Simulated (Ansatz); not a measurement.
# GeH7NSi2: basis-set convergence

An exercise on one series of results from a longer session: the logs are not shown, and one member is left open.

Computed with Ansatz 0.2.0, Gaussian basis. Level: one geometry, several basis sets.

Levels to be run: PBE0-D4/def2-SVP; ωB97M-V/def2-SVP; PBE0-D4/def2-QZVPP; ωB97M-V/def2-QZVPP; the functionals' def2-TZVPP values are taken from earlier runs.

## The relaxed structure

An earlier PBE0-D4 in a triple-zeta def2 set relaxation fixed the geometry.

SMILES `[SiH3][N]([SiH3])[GeH]`, 11 atoms, charge 0, spin multiplicity 1.

Atoms are counted from 1 here; the program's logs count them from 0.

Bond lengths: Si1–N2 1.747 Å, Si1–H5 1.484 Å, Si1–H6 1.492 Å, Si1–H7 1.484 Å, N2–Si3 1.740 Å, N2–Ge4 1.853 Å, Si3–H8 1.486 Å, Si3–H9 1.487 Å, Si3–H10 1.487 Å, Ge4–H11 1.611 Å. Angles: N2–Si1–H5 111.1°, N2–Si1–H6 108.1°, N2–Si1–H7 111.1°, H5–Si1–H6 108.6°, H5–Si1–H7 109.4°, H6–Si1–H7 108.5°, Si1–N2–Si3 120.8°, Si1–N2–Ge4 118.8°, Si3–N2–Ge4 120.4°, N2–Si3–H8 107.9°, N2–Si3–H9 110.9°, N2–Si3–H10 110.9°, H8–Si3–H9 109.5°, H8–Si3–H10 109.6°, H9–Si3–H10 108.0°, N2–Ge4–H11 92.5°.

As a file:

| atom | x (Å) | y (Å) | z (Å) |
| --- | --- | --- | --- |
| Si1 | -0.5436 | 1.0235 | -0.8380 |
| N2 | -0.0103 | -0.4505 | -0.0675 |
| Si3 | 0.8664 | -0.4045 | 1.4349 |
| Ge4 | -0.3929 | -2.0714 | -0.8804 |
| H5 | -2.0220 | 1.0533 | -0.9664 |
| H6 | -0.1178 | 2.1726 | 0.0126 |
| H7 | 0.0714 | 1.1762 | -2.1803 |
| H8 | 1.1724 | -1.8047 | 1.8275 |
| H9 | 2.1341 | 0.3592 | 1.2865 |
| H10 | 0.0590 | 0.2465 | 2.5010 |
| H11 | -1.1514 | -1.3573 | -2.1092 |

The first run:

in.yaml

```yaml
crystal:
  periodic: [false, false, false]
  atoms:
    - {symbol: Si, position_ang: [-0.543574, 1.023510, -0.838020]}
    - {symbol: N, position_ang: [-0.010269, -0.450482, -0.067530]}
    - {symbol: Si, position_ang: [0.866392, -0.404493, 1.434937]}
    - {symbol: Ge, position_ang: [-0.392863, -2.071440, -0.880370]}
    - {symbol: H, position_ang: [-2.022020, 1.053259, -0.966440]}
    - {symbol: H, position_ang: [-0.117809, 2.172579, 0.012553]}
    - {symbol: H, position_ang: [0.071448, 1.176238, -2.180318]}
    - {symbol: H, position_ang: [1.172441, -1.804651, 1.827529]}
    - {symbol: H, position_ang: [2.134068, 0.359165, 1.286522]}
    - {symbol: H, position_ang: [0.058988, 0.246514, 2.500951]}
    - {symbol: H, position_ang: [-1.151401, -1.357296, -2.109214]}
basis:
  gaussian: {orbitals: def2-SVP}
hamiltonian: {xc: pbe0, dispersion: d4}
output: {orbitals: {seedname: orbitals}}
```

On the command line:

```
$ ansatz run in.yaml --threads 4 --pin off --events-out ev --progress --plain --max-ram 10444MiB
```

Among the steps run: PBE0-D4 in def2-SVP; ωB97M-V in def2-SVP; PBE0-D4 in def2-QZVPP; ωB97M-V in def2-QZVPP.

One table of the session follows, with a row left open; its other results are not shown here.

It belongs to the step «Density functionals: the series». 

| functional | basis | HOMO (eV) | LUMO (eV) |
| --- | --- | --- | --- |
| PBE0-D4 | def2-SVP | -6.87 | -2.31 |
| PBE0-D4 | def2-TZVPP | -6.91 | -2.37 |
| PBE0-D4 | def2-QZVPP | -6.94 | -2.42 |
| ωB97M-V | def2-SVP | -8.98 | -0.34 |
| ωB97M-V | def2-TZVPP | ? | ? |
| ωB97M-V | def2-QZVPP | -9.08 | -0.58 |

Q: Estimate the row for ωB97M-V, def2-TZVPP from the others.

**Answer.** HOMO (eV): -9.05; LUMO (eV): -0.44. In the column «HOMO (eV)» it lies between ωB97M-V, def2-QZVPP (-9.08) and ωB97M-V, def2-SVP (-8.98).
